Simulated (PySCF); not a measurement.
# C2H7FOSi2: the cost of one run

Programs: PySCF 2.14.0, with density-fitted response routines of our own. Each step states its level of theory. These are calculated values for one molecule in the gas phase, unless marked as measured. Atoms are numbered from 0 throughout.

### Step 1. Starting geometry

13 atoms, charge 0, multiplicity 1; geometry from: GFN2-xTB. The atoms were then displaced at random by about 0.01 Å, so the start is not that level's minimum.

Bonds of the start (Å): O0–Si1 1.62, Si1–C2 1.91, C2–Si3 1.95, Si3–C4 1.96, C4–F5 1.39, C4–Si1 1.94, O0–H6 0.93, Si1–H7 1.45, C2–H8 1.06, C2–H9 1.09, Si3–H10 1.43, Si3–H11 1.45, C4–H12 1.09.

### Step 2. Relaxing the molecule at PBE0-D3(BJ)/def2-SVP

The job: settings as JSON, then the geometry in Å.

```
{"job": {"xc": "PBE0", "basis": "def2-SVP", "d3": "d3bj", "grid": 1, "shake": 0.01, "kind": "geom"}, "charge": 0, "multiplicity": 1}
O     -2.190530    -0.627250    -0.602770
Si    -1.182260     0.428460     0.092820
C      0.278910     0.968880    -1.016690
Si     1.584020    -0.151210    -0.090060
C      0.122640    -0.517630     1.164950
F     -0.180640    -1.865930     1.341110
H     -2.061420    -1.544760    -0.524930
H     -1.981770     1.459920     0.721990
H      0.178980     0.767340    -2.048660
H      0.533370     2.026630    -0.922710
H      2.701880     0.517950     0.505760
H      1.947550    -1.358270    -0.807500
H      0.255090    -0.121010     2.176360
```

Run with:

```
OMP_NUM_THREADS=1 python probes_run.py task.json out
```

This one command runs all jobs of the session in turn.

Q: Estimate the wall time and peak memory of this first job on 1 thread of Arm Neoverse N1, shared host.

About 3.5 min, with a peak of 0.51 GiB.
